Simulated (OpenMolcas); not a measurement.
# Ru³⁺ with 4 ligands (oxide): CASSCF and CASPT2 levels and susceptibility

Aim: the ligand-field states of Ru³⁺ in this surrounding, its lowest levels with spin-orbit coupling and its magnetic susceptibility.

The numbers are computed with OpenMolcas 26.06 (state-averaged CASSCF and CASPT2, spin-orbit coupling by RASSI with atomic mean-field integrals), except any that are marked as measured or tabulated.

## (1) Starting point

```
Species                           : Ru³⁺ (ruthenium, Z = 44, 41 electrons)
Basis                             : ANO-RCC-VDZP [6s5p3d1f], 99 functions with the ligands
Scalar Hamiltonian                : DKH2, point nucleus
Inactive shells                   : 1s 2s 2p 3s 3p 3d 4s 4p of the metal, and all ligand shells
Active space                      : 5 electrons in 5 orbitals (4d)
Some configurations of this space : 4d5
Orbitals                          : optimised for each spin and parity, averaged over all roots
```

The outer shells:

4d5
```
4d [↑ ][↑ ][↑ ][↑ ][↑ ]
```

Ru³⁺ is taken with 4 ligands (oxide) in tetrahedron coordination (Td) at 1.86 Å. A charge of +1.25 e stands 2.8 Å behind each ligand. Ligand basis ANO-RCC-VDZP. The distances are assumed, not relaxed.

```xyz
5

Ru    0.0000    0.0000    0.0000
O     1.0739    1.0739    1.0739
O     1.0739   -1.0739   -1.0739
O    -1.0739    1.0739   -1.0739
O    -1.0739   -1.0739    1.0739
```

Each step is its own input file, run in one work folder so that later steps find the files of earlier ones. Labels, J, g values, rates, χT and fits are worked out afterwards by a script from the matrices that RASSI stores.

## (2) Basis and integrals

a.inp

```
&GATEWAY
Coord
5

Ru 0.0 0.0 0.0
O 1.073872 1.073872 1.073872
O 1.073872 -1.073872 -1.073872
O -1.073872 1.073872 -1.073872
O -1.073872 -1.073872 1.073872
Basis=Ru.ANO-RCC-VDZP,O.ANO-RCC-VDZP
Group=NoSym
NoMove
AngMom=0.0 0.0 0.0
AMFI
RICD
XField
4 Angstrom 0
2.690453 2.690453 2.690453 1.250000
2.690453 -2.690453 -2.690453 1.250000
-2.690453 2.690453 -2.690453 1.250000
-2.690453 -2.690453 2.690453 1.250000
&SEWARD
```

On the command line:

```bash
$ OMP_NUM_THREADS=1 MOLCAS_MEM=2457 MOLCAS_PROJECT=a pymolcas a.inp > a.log
```

The log of the run:

```text
Basis set label: RU.ANO-RCC...6S5P3D1F.

      Electronic valence basis set:
      ------------------
      Associated Effective Charge  44.000000 au
      Associated Actual Charge     44.000000 au
      Nuclear Model: Point charge

      Shell  nPrim  nBasis  Cartesian Spherical Contaminant
         s      21       6        X
         p      18       5        X
         d      13       3                 X
         f       6       1                 X
                  Relativistic Douglas-Kroll-Hess integrals:
                    - DKH order of Hamiltonian: 2
                    - DKH order of Properties : 0
                  Atomic mean-field integrals
```

## (3) Reference wave functions, sextets, 1 root

a.inp

```
&RASSCF
FileOrb=start.orb
Symmetry=1
Spin=6
nActEl=5 0 0
Inactive=38
Ras2=5
CIRoot=1 1 1
SDav=1
CIMx=300
Iter=150 100
PrWF=0.3
OrbListing=Nothing
MaxOrb=0
LevShft=1.0
>>> COPY $Project.JobIph JOB001
```

start.orb holds start orbitals that the driver prepared beforehand, or those of the step before.

The log of the run, cut to the lines that bear on the results:

```text
[...]
      Number of active orbitals                  5
[...]
      Spin quantum number                      2.5
[...]
      Active orbitals                            5
[...]
      Number of CSFs                             1
      Number of root(s) required                 1
[...]
      Convergence after 19 iterations
[...]
      Natural orbitals and occupation numbers for root  1
      sym 1:   1.000000   1.000000   1.000000   1.000000   1.000000
::    RASSCF root number  1 Total energy:  -4828.21105764
```

## (4) Reference wave functions, quartets, 24 roots

a.inp

```
&RASSCF
FileOrb=start.orb
Symmetry=1
Spin=4
nActEl=5 0 0
Inactive=38
Ras2=5
CIRoot=24 24 1
SDav=24
CIMx=300
Iter=150 100
PrWF=0.3
OrbListing=Nothing
MaxOrb=0
LevShft=1.0
>>> COPY $Project.JobIph JOB002
```

The log of the run, cut to the lines that bear on the results:

```text
[...]
      Number of active orbitals                  5
[...]
      Spin quantum number                      1.5
[...]
      Active orbitals                            5
[...]
      Number of CSFs                            24
      Number of root(s) required                24
[...]
      Convergence after 14 iterations
[...]
      Natural orbitals and occupation numbers for root  1
      sym 1:   0.704641   0.326120   1.294408   0.997472   1.677358
      Natural orbitals and occupation numbers for root  2
      sym 1:   0.710781   0.994998   1.287502   0.322479   1.684240
      Natural orbitals and occupation numbers for root  3
      sym 1:   1.782408   0.223320   0.992011   0.813071   1.189190
::    RASSCF root number  1 Total energy:  -4828.15127975
::    RASSCF root number  2 Total energy:  -4828.15127975
::    RASSCF root number  3 Total energy:  -4828.15127975
[...]
::    RASSCF root number 21 Total energy:  -4828.04192471
::    RASSCF root number 22 Total energy:  -4828.02247781
::    RASSCF root number 23 Total energy:  -4828.02247781
::    RASSCF root number 24 Total energy:  -4828.02247781
```

## (5) Reference wave functions, doublets, 75 roots

a.inp

```
&RASSCF
FileOrb=start.orb
Symmetry=1
Spin=2
nActEl=5 0 0
Inactive=38
Ras2=5
CIRoot=75 75 1
SDav=75
CIMx=300
Iter=150 100
PrWF=0.3
OrbListing=Nothing
MaxOrb=0
LevShft=1.0
>>> COPY $Project.JobIph JOB003
```

On the command line:

```bash
$ OMP_NUM_THREADS=1 MOLCAS_MEM=2457 MOLCAS_PROJECT=a pymolcas a.inp > a.log
```

The log of the run, cut to the lines that bear on the results:

```text
[...]
      Number of active orbitals                  5
[...]
      Spin quantum number                      0.5
[...]
      Active orbitals                            5
[...]
      Number of CSFs                            75
      Number of root(s) required                75
[...]
      Convergence after 13 iterations
[...]
      Natural orbitals and occupation numbers for root  1
      sym 1:   1.904377   0.948843   0.085480   0.084834   1.976466
      Natural orbitals and occupation numbers for root  2
      sym 1:   1.974172   0.077591   0.074036   0.960084   1.914116
      Natural orbitals and occupation numbers for root  3
      sym 1:   1.974469   0.079141   0.958395   0.075284   1.912711
::    RASSCF root number  1 Total energy:  -4828.14210841
::    RASSCF root number  2 Total energy:  -4828.14210841
::    RASSCF root number  3 Total energy:  -4828.14210841
[...]
::    RASSCF root number 27 Total energy:  -4828.04561720
::    RASSCF root number 28 Total energy:  -4828.04561720
::    RASSCF root number 29 Total energy:  -4828.04508541
::    RASSCF root number 30 Total energy:  -4828.04508541
```

## (6) State interaction with spin-orbit coupling

a.inp

```
&RASSI
NrOfJobIphs=3 1 24 75
1
1 2 3 4 5 6 7 8 9 10 11 12 13 14 15 16 17 18 19 20 21 22 23 24
1 2 3 4 5 6 7 8 9 10 11 12 13 14 15 16 17 18 19 20 21 22 23 24 25 26 27
28 29 30 31 32 33 34 35 36 37 38 39 40 41 42 43 44 45 46 47 48 49 50 51
52 53 54 55 56 57 58 59 60 61 62 63 64 65 66 67 68 69 70 71 72 73 74 75
IphNames
JOB001
JOB002
JOB003
EJob
SpinOrbit
DIPRint=1.0
SOCoupling=1000.0
Subsets=2
Property=9
'ANGMOM' 1 'ANGMOM' 2 'ANGMOM' 3 'MLTPL  1' 1 'MLTPL  1' 2 'MLTPL  1' 3
'AMFI' 1 'AMFI' 2 'AMFI' 3
SOProperty=3
'ANGMOM' 1 'ANGMOM' 2 'ANGMOM' 3
```

The log of the run, cut to the lines that bear on the results:

```text
SPIN-FREE ENERGIES:
  (Shifted by EMIN (a.u.) =      -4828.2110576409)
 SF State       Relative EMIN(au)   Rel lowest level(eV)    D:o, cm**(-1)
     1             0.0000000000        0.0000000000              0.0000
     2             0.0597778900        1.6266392528          13119.7304
     3             0.0597778900        1.6266392528          13119.7304
     4             0.0597778900        1.6266392528          13119.7304
    26             0.0689492350        1.8762042651          15132.6079
    27             0.0689492350        1.8762042651          15132.6079
    28             0.0689492350        1.8762042651          15132.6079
     5             0.0756762112        2.0592546129          16609.0086
     6             0.0756762112        2.0592546129          16609.0086
     7             0.0756762112        2.0592546129          16609.0086
[...]
Eigenvalues of complex Hamiltonian:
   -----------------------------------
  (Shifted by EMIN (a.u.) =      -4828.2110576409)
 SO State       Relative EMIN(au)   Rel lowest level(eV)    D:o, cm**(-1)
     1            -0.0010106975        0.0000000000              0.0000
     2            -0.0010106975        0.0000000000              0.0000
     3            -0.0010064026        0.0001168720              0.9426
     4            -0.0010064026        0.0001168720              0.9426
     5            -0.0010064026        0.0001168720              0.9426
     6            -0.0010064026        0.0001168720              0.9426
     7             0.0563393695        1.5605748253          12586.8848
     8             0.0563393695        1.5605748253          12586.8848
     9             0.0563393695        1.5605748247          12586.8848
    10             0.0563393695        1.5605748247          12586.8848
    11             0.0567059378        1.5705496584          12667.3373
[...]
```

These steps took 43 s in all on 1 thread of Arm Neoverse V2, shared host.

Spin-free states, with their symmetry labels:

```tsv
state	degeneracy	E (cm-1)
6A1	1	0
4T1	3	13120
2T2	3	15133
4T2	3	16609
4A1	1	21375
2A2	1	21408
4E	2	21517
4T2	3	22460
2T1	3	22876
2E	2	24198
doublet	3	24234
4E	2	26729
doublet	3	29291
2A1	1	29406
4T1	3	29988
doublet	3	30395
2E	2	31212
2T2	3	32704
2A1	1	32910
4A2	1	36238
2T1	3	36310
doublet	3	36427
2E	2	36451
4T1	3	37120
```

With spin-orbit coupling:

| E (cm-1) | Degeneracy | Label | 2S+1 | g |
| --- | --- | --- | --- | --- |
| 0.0 | 2 | Γ7 | 6 | 3.32 3.32 3.32 |
| 0.9 | 4 | Γ8 | 6 |  |
| 12587 | 4 | Γ8 | 4 |  |
| 12667 | 2 | Γ7 | 4 | 2.20 2.20 2.20 |
| 13124 | 2 | Γ6 | 4 | 3.06 3.06 3.06 |
| 13187 | 4 | Γ8 | 4 |  |
| 15216 | 4 | Γ8 | 2 |  |
| 16476 | 2 | Γ7 | 2 | 0.56 0.56 0.56 |
| 16524 | 2 | Γ6 | 4 | 2.52 2.52 2.52 |
| 16546 | 4 | Γ8 | 4 |  |
| 16975 | 2 | Γ7 | 4 | 1.50 1.50 1.50 |
| 16996 | 4 | Γ8 | 4 |  |
| 20751 | 2 | Γ7 | 2 | 2.31 2.31 2.31 |
| 21029 | 4 | Γ8 | 4 |  |
| 21244 | 2 | Γ6 | 4 | 1.87 1.87 1.87 |
| 21315 | 2 | Γ7 | 4 | 1.75 1.75 1.75 |
| 21485 | 4 | Γ8 | 4 |  |
| 22303 | 4 | Γ8 | 4 |  |
| 22671 | 4 | Γ8 | 4 |  |
| 22820 | 2 | Γ6 | 4 | 1.64 1.64 1.64 |
| 22928 | 2 | Γ7 | 4 | 2.40 2.40 2.40 |
| 23097 | 2 | Γ6 | 4 | 1.15 1.15 1.15 |
| 23496 | 4 | Γ8 | 2 |  |
| 24578 | 4 | Γ8 | 2 |  |

The table of states holds 24 of 43 computed; the rest, higher up, is left out. Principal g values are given for doublets only; a zero marks a field direction without first-order Zeeman splitting.

Powder χT (cm³ K/mol): 4.26 at 2 K, 4.34 at 5 K, 4.35 at 10 K, 4.35 at 20 K, 4.35 at 50 K, 4.35 at 100 K, 4.35 at 150 K, 4.35 at 200 K, 4.35 at 250 K, 4.35 at 300 K.

A ligand-field fit to the states below 45000 cm-1 gives 10Dq = -10413 cm-1, B = 656 cm-1 and C = 2784 cm-1 (C/B = 4.24), with a deviation of 538 cm-1.

The orbitals of the open shell are 78 to 88 % metal; the Mulliken charge of the metal is +1.86 e.

[end of part 1 of 2]
